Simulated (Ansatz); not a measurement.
**Si(eta1-allyl)Me3 (C6H14Si): the relaxed shape and its frontier levels**

What does Si(eta1-allyl)Me3 (C6H14Si) look like as a singlet, and where do its frontier electrons sit?

Computed with Ansatz 0.2.0, Gaussian basis. Level: RKS PBE0-D4/def2-TZVP.

Levels to be run: relaxation at PBE-D4/def2-SVP; a single point at PBE0-D4/def2-TZVP.

2 further runs of the same task are left out: 2 set aside as unsound or not needed.

### Step 1. Starting geometry

21 atoms, charge 0, spin multiplicity 1.

Atoms are counted from 1 here; the program's logs count them from 0.

Bond lengths: Si1–C2 1.926 Å, Si1–C10 1.909 Å, Si1–C14 1.909 Å, Si1–C18 1.907 Å, C2–C3 1.486 Å, C2–H5 1.090 Å, C2–H6 1.090 Å, C3–C4 1.321 Å, C3–H7 1.083 Å, C4–H8 1.078 Å, C4–H9 1.077 Å, C10–H11 1.086 Å, C10–H12 1.085 Å, C10–H13 1.086 Å, C14–H15 1.086 Å, C14–H16 1.086 Å, C14–H17 1.086 Å, C18–H19 1.085 Å and more. Angles: C2–Si1–C10 108.4°, C2–Si1–C14 109.5°, C2–Si1–C18 109.0°, C10–Si1–C14 109.7°, C10–Si1–C18 110.2°, C14–Si1–C18 110.0°, Si1–C2–C3 111.5°, Si1–C2–H5 109.0°, Si1–C2–H6 109.3°, C3–C2–H5 109.5°, C3–C2–H6 109.7°, H5–C2–H6 107.6°, C2–C3–C4 124.7°, C2–C3–H7 115.4°, C4–C3–H7 119.8°, C3–C4–H8 121.6°, C3–C4–H9 122.2°, H8–C4–H9 116.2° and more.

The start is a GFN2-xTB geometry.

### Step 2. Relaxation at PBE-D4/def2-SVP

The input, in.yaml:

```yaml
crystal:
  periodic: [false, false, false]
  atoms:
    - {symbol: Si, position_ang: [0.388500, 0.184420, -0.584570]}
    - {symbol: C, position_ang: [0.410530, 0.183880, 1.341060]}
    - {symbol: C, position_ang: [-0.959630, 0.061920, 1.902210]}
    - {symbol: C, position_ang: [-1.462860, -1.041180, 2.427010]}
    - {symbol: H, position_ang: [0.866870, 1.110200, 1.691580]}
    - {symbol: H, position_ang: [1.027630, -0.642240, 1.694500]}
    - {symbol: H, position_ang: [-1.570640, 0.953070, 1.833860]}
    - {symbol: H, position_ang: [-0.880060, -1.944710, 2.506880]}
    - {symbol: H, position_ang: [-2.471210, -1.090840, 2.801560]}
    - {symbol: C, position_ang: [2.192020, 0.212590, -1.208240]}
    - {symbol: H, position_ang: [2.720770, 1.095060, -0.861400]}
    - {symbol: H, position_ang: [2.228490, 0.215210, -2.293040]}
    - {symbol: H, position_ang: [2.745320, -0.656500, -0.865890]}
    - {symbol: C, position_ang: [-0.531910, 1.734970, -1.211270]}
    - {symbol: H, position_ang: [-0.548130, 1.771280, -2.296400]}
    - {symbol: H, position_ang: [-0.057610, 2.647430, -0.862020]}
    - {symbol: H, position_ang: [-1.562060, 1.748150, -0.869130]}
    - {symbol: C, position_ang: [-0.495900, -1.390830, -1.194270]}
    - {symbol: H, position_ang: [-1.509560, -1.440450, -0.809280]}
    - {symbol: H, position_ang: [0.020860, -2.287460, -0.865220]}
    - {symbol: H, position_ang: [-0.551400, -1.423970, -2.277950]}
basis:
  gaussian: {orbitals: def2-SVP}
hamiltonian: {xc: pbe, dispersion: d4}
scf: {lower_state_search: "off"}
output: {orbitals: {seedname: orbitals}}
relax: {f_tol: 0.02, max_steps: 100}
```

On the command line:

```console
$ ansatz run in.yaml --threads 2 --pin off --events-out ev --progress --plain --max-ram 22528MiB --backend cuda --devices 0, --max-vram 18GiB
```

After this run come: Single point, PBE0-D4/def2-TZVP.

Q: Predict the results of all the runs planned. Wanted: point group; commonest bond, hydrogen aside; HOMO, LUMO at PBE0-D4/def2-TZVP; dipole at PBE-D4/def2-SVP.

As calculated:

| quantity | value |
| --- | --- |
| point group | C1 |
| commonest bond, hydrogen aside | C–Si, 4 of mean length 1.900 Å |
| HOMO, LUMO at PBE0-D4/def2-TZVP | -6.78, 0.28 eV |
| dipole at PBE-D4/def2-SVP | 0.74 D |

What this shows: The molecule keeps its bonding pattern by the stored test; the atoms moved 0.16 Å (rms). No usable vibrations, so a minimum isn't proven. The HOMO lies nearest to C4 34 %; C3 23 % and the LUMO to C3, C4 about 27 % each; H8, H9 about 9 % each. The point group is read from a loosely relaxed geometry; soft torsions can leave it below the true symmetry.
